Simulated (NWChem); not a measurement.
# Si2H4F2 (SMILES F[SiH2][SiH2]F): PBE/def2-SVP

Wanted: a geometry optimisation of Si2H4F2. 

Program for the calculation: NWChem 7.3.0.

## Step 1: The structure to begin with

Si2H4F2: 8 atoms, total charge 0, spin state singlet. As SMILES, `F[SiH2][SiH2]F`. Geometry: relaxed at PBE0-D4/def2-TZVP. This is one conformer, not always the lowest. The run starts from this shape.

Bond lengths: F1–Si2 1.605 Å, Si2–Si3 2.350 Å, Si3–F4 1.605 Å, Si2–H5 1.485 Å, Si2–H6 1.487 Å, Si3–H7 1.487 Å, Si3–H8 1.485 Å. Some angles: F1–Si2–Si3 110.4°, Si2–Si3–F4 110.4°, F1–Si2–H5 108.0°, F1–Si2–H6 108.1°, Si3–Si2–H5 111.7°, Si3–Si2–H6 109.2°, Si2–Si3–H7 109.2°, Si2–Si3–H8 111.7°, F4–Si3–H7 108.1°, F4–Si3–H8 108.0°.

## Step 2: A geometry optimisation at PBE/def2-SVP

f2h4si2.nw reads:

```
start f2h4si2
memory stack 880 mb heap 220 mb global 1100 mb
geometry units angstrom
 F       -1.934800       1.205800      -0.274500
 Si      -0.357800       1.128100       0.012400
 Si       0.358600      -1.109600       0.044100
 F        0.281000      -1.742000      -1.428800
 H        0.340100       1.914200      -1.037000
 H       -0.099800       1.743700       1.341600
 H        1.774800      -1.164000       0.495400
 H       -0.477100      -1.941900       0.946800
end
basis spherical bse
 * library def2-SVP
end
dft
 xc xpbe96 cpbe96
 grid fine
 convergence energy 1e-07
 maxiter 100
 mulliken
 print low
end
driver
 maxiter 60
end
freq
 temp 2 298.15 573.15
end
task dft optimize
task dft frequencies
```

Launch:

```console
$ nwchem f2h4si2.nw > f2h4si2.out
```

The program printed:

```text
Northwest Computational Chemistry Package (NWChem) 7.3.0
             --------------------------------------------------------

           Job information
           ---------------

    nwchem branch   = 7.3.0
    use scalapack   = T
    input           = f2h4si2.nw
    prefix          = f2h4si2.
    data base       = ./f2h4si2.db
    status          = startup
    nproc           =        1

           Memory information
           ------------------

    heap     =     28835834 doubles =      220.0 Mbytes
    stack    =    115343359 doubles =      880.0 Mbytes
    global   =    144179200 doubles =     1100.0 Mbytes (distinct from heap & stack)
    total    =    288358393 doubles =     2200.0 Mbytes
    verify   = yes
    hardfail = no

           Directory information
           ---------------------

  0 permanent = .
  0 scratch   = .

                                NWChem Input Module
                                -------------------

 Scaling coordinates for geometry "geometry" by  1.889725989
 (inverse scale =  0.529177249)

 C2  symmetry detected

          ------
          auto-z
          ------
  no constraints, skipping    0.0000000000000000
  no constraints, skipping    0.0000000000000000

                             Geometry "geometry" -> ""
                             -------------------------

 Output coordinates in angstroms (scale by  1.889725989 to convert to a.u.)

  No.       Tag          Charge          X              Y              Z
 ---- ---------------- ---------- -------------- -------------- --------------
    1 F                    9.0000    -1.90180733    -0.34066793    -0.83909852
    2 Si                  14.0000    -1.12913395     0.32471575     0.40008360
    3 Si                  14.0000     1.12913395    -0.32471575     0.40008360
[... 4 lines of this table left out ...]
    8 H                    1.0000     1.27744059    -1.79898358     0.29683129

      Atomic Mass
      -----------

      F                 18.998400
      Si                27.976930
      H                  1.007825

 Effective nuclear repulsion energy (a.u.)     221.6050480369

            Nuclear Dipole moment (a.u.)
            ----------------------------
        X                 Y               Z
 ---------------- ---------------- ----------------
     0.0000000000     0.0000000000    -0.0000000000

      Symmetry information
      --------------------

 Group name             C2
 Group number              4
 Group order               2
 No. of unique centers     4

      Symmetry unique atoms

     1    2    5    6

                                Z-matrix (autoz)
                                --------

 Units are Angstrom for bonds and degrees for angles

      Type          Name      I     J     K     L     M      Value
      ----------- --------  ----- ----- ----- ----- ----- ----------
    1 Stretch                  1     2                       1.60478
    2 Stretch                  2     3                       2.34979
    3 Stretch                  2     5                       1.48530
    4 Stretch                  2     6                       1.48737
    5 Stretch                  3     4                       1.60478
    6 Stretch                  3     7                       1.48737
    7 Stretch                  3     8                       1.48530
    8 Bend                     1     2     3               110.37321
    9 Bend                     1     2     5               108.04660
   10 Bend                     1     2     6               108.06820
   11 Bend                     2     3     4               110.37321
   12 Bend                     2     3     7               109.22060
   13 Bend                     2     3     8               111.73320
   14 Bend                     3     2     5               111.73320
   15 Bend                     3     2     6               109.22060
   16 Bend                     4     3     7               108.06820
   17 Bend                     4     3     8               108.04660
   18 Bend                     5     2     6               109.31911
   19 Bend                     7     3     8               109.31911
   20 Torsion                  1     2     3     4          69.08474
   21 Torsion                  1     2     3     7        -172.23978
   22 Torsion                  1     2     3     8         -51.16586
   23 Torsion                  4     3     2     5         -51.16586
   24 Torsion                  4     3     2     6        -172.23978
   25 Torsion                  5     2     3     7          67.50962
   26 Torsion                  5     2     3     8        -171.41646
   27 Torsion                  6     2     3     7         -53.56430
   28 Torsion                  6     2     3     8          67.50962

            XYZ format geometry
            -------------------
     8
 geometry
 F                    -1.90180733    -0.34066793    -0.83909852
 Si                   -1.12913395     0.32471575     0.40008360
 Si                    1.12913395    -0.32471575     0.40008360
[... 4 lines of this table left out ...]
 H                     1.27744059    -1.79898358     0.29683129

[... 175 lines left out ...]
         Total DFT energy =     -780.322746197020
[... 53 lines left out ...]
@ ---- ---------------- -------- -------- -------- -------- -------- --------
[... 58 lines left out ...]
           Coulomb energy =      584.192009291012
[... 76 lines left out ...]
            Nuclear Dipole moment (a.u.)
[... 52 lines left out ...]
    Exchange-Corr. energy =      -63.758371275341
[... 107 lines left out ...]
      One electron energy =    -1518.444823862509
[... 41 lines left out ...]
 new step= 1.67                   predicted energy=   -780.325328
[... 84 lines left out ...]
           Coulomb energy =      583.306928315231
[... 108 lines left out ...]
         Total DFT energy =     -780.325330944273
[... 41 lines left out ...]
     step= 1.00 grad=-4.5D-06 hess= 1.4D-06 energy=   -780.325331 mode=accept
[... 74 lines left out ...]
@    3    -780.32533094 -3.1D-06  0.00017  0.00006  0.00167  0.00332     27.1
[... 54 lines left out ...]
    Exchange-Corr. energy =      -63.752561680845
[... 92 lines left out ...]
  The DFT is already converged
[... 67 lines left out ...]
      One electron energy =    -1518.450470174015
[... 41 lines left out ...]
 new step= 1.00                   predicted energy=   -780.325333
[... 117 lines left out ...]
   convergence    iter        energy       DeltaE   RMS-Dens  Diis-err    time
[... 11 lines left out ...]
 Nuclear repulsion energy =      218.479903584500
[... 97 lines left out ...]
         Total DFT energy =   -780.325334040838
[... 66 lines left out ...]
           Coulomb energy =      583.389942141878
[... 72 lines left out ...]
            Nuclear Dipole moment (a.u.)
[... 87 lines left out ...]
         Total DFT energy =     -780.325334867328
[... 41 lines left out ...]
     step= 1.00 grad=-3.4D-07 hess= 2.1D-08 energy=   -780.325335 mode=accept
[... 70 lines left out ...]
@    8    -780.32533487 -3.2D-07  0.00013  0.00003  0.00169  0.00325     43.8
[... 52 lines left out ...]
    Exchange-Corr. energy =      -63.752798211030
[... 92 lines left out ...]
  The DFT is already converged
[... 66 lines left out ...]
      One electron energy =    -1518.434195739952
[... 41 lines left out ...]
 new step= 1.00                   predicted energy=   -780.325335
[... 85 lines left out ...]
      Optimization converged
[... 155 lines left out ...]
         Total DFT energy =     -780.325337650200
[... 40 lines left out ...]
 stpr_wrt_fd_dipole: overwrite of existing file./f2h4si2.fd_ddipole
[... 41 lines left out ...]
 d_dipole_x/<atom=   1,x> =    -0.6485     [   -3.1147]
[... 4 lines left out ...]
 d_dipole_x/<atom=   2,z> =     0.1725     [    0.8287]
[... 4 lines left out ...]
 d_dipole_x/<atom=   4,y> =    -0.1181     [   -0.5672]
[... 4 lines left out ...]
 d_dipole_x/<atom=   6,x> =    -0.3306     [   -1.5878]
[... 4 lines left out ...]
 d_dipole_x/<atom=   7,z> =    -0.0455     [   -0.2184]
[... 5 lines left out ...]
 d_dipole_y/<atom=   1,x> =    -0.0884     [   -0.4248]
[... 4 lines left out ...]
 d_dipole_y/<atom=   2,z> =     0.0776     [    0.3729]
[... 4 lines left out ...]
 d_dipole_y/<atom=   4,y> =    -0.4150     [   -1.9933]
[... 4 lines left out ...]
 d_dipole_y/<atom=   6,x> =     0.0063     [    0.0301]
[... 4 lines left out ...]
 d_dipole_y/<atom=   7,z> =    -0.0155     [   -0.0745]
[... 5 lines left out ...]
 d_dipole_z/<atom=   1,x> =    -0.2553     [   -1.2262]
[... 4 lines left out ...]
 d_dipole_z/<atom=   2,z> =     1.0499     [    5.0429]
[... 4 lines left out ...]
 d_dipole_z/<atom=   4,y> =     0.1460     [    0.7013]
[... 4 lines left out ...]
 d_dipole_z/<atom=   6,x> =     0.0631     [    0.3031]
[... 4 lines left out ...]
 d_dipole_z/<atom=   7,z> =    -0.2240     [   -1.0758]
[... 91 lines left out ...]
 Normal Eigenvalue ||         Derivative Dipole Moments (debye/angs)
[... 20 lines left out ...]
        Vibrational analysis via the FX method
  --- with translations and rotations projected out ---
  --- via the Eckart algorithm                      ---
 Projected Nuclear Hessian trans-rot subspace norm:1.3540D-33
                         (should be close to zero!)

          --------------------------------------------------------
          MASS-WEIGHTED PROJECTED HESSIAN (Hartree/Bohr/Bohr/Kamu)
          --------------------------------------------------------

               1            2            3            4            5            6            7            8            9           10
   ----- ----- ----- ----- -----
    1    4.56062D+00
    2    3.24919D+00  3.95178D+00
    3    5.77808D+00  5.12119D+00  1.02803D+01
    4   -3.98173D+00 -2.32030D+00 -4.18588D+00  9.41747D+00
[... 19 lines of this table left out ...]
   24    2.17020D-01  4.67477D-03  4.38635D-02 -1.68725D-01 -3.01579D-02  3.93608D-01  5.83143D-01 -3.12352D+00 -4.92537D+00  7.05198D-02

              11           12           13           14           15           16           17           18           19           20
   ----- ----- ----- ----- -----
   11    3.95179D+00
   12   -5.12119D+00  1.02803D+01
   13   -3.15700D-01  1.47986D-01  1.93022D+01
   14    1.91294D-01 -2.14159D-01 -1.39004D+01  1.69902D+02
[... 9 lines of this table left out ...]
   24    2.95042D+00  2.64761D-01 -7.73389D-03  2.19568D-01  1.72928D-01 -9.42637D-01  2.42227D-01 -1.47226D-02  9.04261D-01 -9.33492D+00

              21           22           23           24
   ----- ----- ----- ----- -----
   21    1.28651D+02
   22   -2.60773D+00  1.93022D+01
   23   -1.23140D+00 -1.39004D+01  1.69902D+02
   24    7.33218D-01 -3.38579D+00  1.26587D+01  2.16453D+01

 center of mass
 --------------
 x =   0.00000000 y =   0.00000000 z =  -0.11554399

 moments of inertia (a.u.)
 ------------------
         217.037975385201          -9.588810497330          -0.000000000000
          -9.588810497330         941.249033275443           0.000000000000
          -0.000000000000           0.000000000000         854.078076449544

 Rotational Constants
 --------------------
 A=   0.277534 cm-1  (  0.399301 K)
 B=   0.070486 cm-1  (  0.101411 K)
 C=   0.063949 cm-1  (  0.092006 K)

 Temperature                      =   298.15K
 frequency scaling parameter      =   1.0000

 Zero-Point correction to Energy  =   24.273 kcal/mol  (  0.038681 au)
 Thermal correction to Energy     =   28.249 kcal/mol  (  0.045017 au)
 Thermal correction to Enthalpy   =   28.841 kcal/mol  (  0.045961 au)

 Total Entropy                    =   78.850 cal/mol-K
   - Translational                =   39.639 cal/mol-K (mol. weight =  97.9820)
   - Rotational                   =   25.270 cal/mol-K (symmetry #  =        2)
   - Vibrational                  =   13.941 cal/mol-K

 Cv (constant volume heat capacity) =   20.740 cal/mol-K
   - Translational                  =    2.979 cal/mol-K
   - Rotational                     =    2.979 cal/mol-K
   - Vibrational                    =   14.782 cal/mol-K

 Temperature                      =   573.15K
 frequency scaling parameter      =   1.0000

 Zero-Point correction to Energy  =   24.273 kcal/mol  (  0.038681 au)
 Thermal correction to Energy     =   35.306 kcal/mol  (  0.056264 au)
 Thermal correction to Enthalpy   =   36.445 kcal/mol  (  0.058078 au)

 Total Entropy                    =   96.611 cal/mol-K
   - Translational                =   42.885 cal/mol-K (mol. weight =  97.9820)
   - Rotational                   =   27.217 cal/mol-K (symmetry #  =        2)
   - Vibrational                  =   26.510 cal/mol-K

 Cv (constant volume heat capacity) =   29.466 cal/mol-K
   - Translational                  =    2.979 cal/mol-K
   - Rotational                     =    2.979 cal/mol-K
   - Vibrational                    =   23.507 cal/mol-K

          -------------------------------------------------
          NORMAL MODE EIGENVECTORS IN CARTESIAN COORDINATES
          -------------------------------------------------
             (Projected Frequencies expressed in cm-1)

                    1           2           3           4           5           6

 P.Frequency       -0.00       -0.00       -0.00        0.00        0.00        0.00

           1     0.03621    -0.01972    -0.03867    -0.01322    -0.05285     0.08398
[... 22 lines of this table left out ...]
          24     0.11579    -0.19011    -0.03486     0.13962     0.03097    -0.02041

                    7           8           9          10          11          12

 P.Frequency       61.69      115.06      177.12      391.49      427.32      525.97

           1    -0.07957    -0.12188     0.09119    -0.02353    -0.04346     0.01525
[... 22 lines of this table left out ...]
          24    -0.19464     0.14445    -0.14629    -0.10398    -0.15602     0.25466

                   13          14          15          16          17          18

 P.Frequency      708.37      719.85      818.87      822.91      837.54      907.24

           1     0.00275    -0.01271     0.02927    -0.03746     0.04216     0.02908
[... 22 lines of this table left out ...]
          24     0.39289     0.32437     0.15648     0.22430     0.20484    -0.40535

                   19          20          21          22          23          24

 P.Frequency      907.53      914.08     2148.24     2159.67     2169.52     2174.69

           1    -0.04009     0.02414    -0.00047     0.00002    -0.00011     0.00029
[... 22 lines of this table left out ...]
          24     0.05653     0.43506    -0.02921    -0.02005    -0.05610     0.05411

 ----------------------------------------------------------------------------
 Normal Eigenvalue ||    Projected Derivative Dipole Moments (debye/angs)
  Mode   [cm**-1]  ||      [d/dqX]             [d/dqY]           [d/dqZ]
 ------ ---------- || ------------------ ------------------ -----------------
    1       -0.000 ||      -0.079              -0.011            -0.000
    2       -0.000 ||      -0.007               0.185            -0.000
    3       -0.000 ||       0.011              -0.034             0.000
[... 20 lines of this table left out ...]
   24     2174.695 ||      -0.025              -2.041            -0.000
 ----------------------------------------------------------------------------

 ----------------------------------------------------------------------------
 Normal Eigenvalue ||           Projected Infra Red Intensities
  Mode   [cm**-1]  || [atomic units] [(debye/angs)**2] [(KM/mol)] [arbitrary]
 ------ ---------- || -------------- ----------------- ---------- -----------
    1       -0.000 ||    0.000276           0.006         0.270       0.055
    2       -0.000 ||    0.001488           0.034         1.450       0.298
    3       -0.000 ||    0.000055           0.001         0.054       0.011
[... 20 lines of this table left out ...]
   24     2174.695 ||    0.180600           4.167       176.057      36.186
 ----------------------------------------------------------------------------

 vib:animation  F

 Task  times  cpu:       92.1s     wall:       92.1s
 Total times  cpu:      141.7s     wall:      141.7s
```

Run time: 2.4 min. Hardware: 1 thread of INTEL XEON PLATINUM 8581C at 2.30GHz (Emerald Rapids), shared host; peak memory 0.18 GiB.

The path in brief:

| step | energy from the first frame kept (eV) |
| --- | --- |
| 0 | 0.0000 |
| 1 | -0.0691 |
| 2 | -0.0703 |
| 3 | -0.0703 |
| 4 | -0.0704 |
| 5 | -0.0704 |
| 6 | -0.0704 |
| 7 | -0.0704 |
| 8 | -0.0704 |
| 9 | -0.0704 |
| 10 | -0.0704 |

After the run. Bond lengths: F1–Si2 1.645 Å, Si2–Si3 2.357 Å, Si3–F4 1.645 Å, Si2–H5 1.504 Å, Si2–H6 1.506 Å, Si3–H7 1.506 Å, Si3–H8 1.504 Å. Some angles: F1–Si2–Si3 109.8°, Si2–Si3–F4 109.8°, F1–Si2–H5 108.5°, F1–Si2–H6 108.4°, Si3–Si2–H5 111.5°, Si3–Si2–H6 109.3°, Si2–Si3–H7 109.3°, Si2–Si3–H8 111.5°, F4–Si3–H7 108.4°, F4–Si3–H8 108.5°.

## Step 3: Results

At PBE/def2-SVP:

```
                                                 quantity             value
                                  total energy at the end     -780.32534 Eh
                               lowest harmonic wavenumber           62 cm⁻¹
                              highest harmonic wavenumber         2175 cm⁻¹
                                        zero-point energy      101.6 kJ/mol
ideal-gas entropy at 298.15 K (symmetry number 2 as used)  78.8 cal/(mol K)
```

**Reading.** At the final geometry: Bond lengths: F1–Si2 1.645 Å, Si2–Si3 2.357 Å, Si3–F4 1.645 Å, Si2–H5 1.504 Å, Si2–H6 1.506 Å, Si3–H7 1.506 Å, Si3–H8 1.504 Å. Some angles: F1–Si2–Si3 109.8°, Si2–Si3–F4 109.8°, F1–Si2–H5 108.5°, F1–Si2–H6 108.4°, Si3–Si2–H5 111.5°, Si3–Si2–H6 109.3°, Si2–Si3–H7 109.3°, Si2–Si3–H8 111.5°, F4–Si3–H7 108.4°, F4–Si3–H8 108.5°. All 18 modes are real, so the shape is a minimum at this level. The optimisation took 11 steps and changed the energy by -0.070 eV. Mulliken charges run from -0.31 on F1 to +0.44 on Si2.
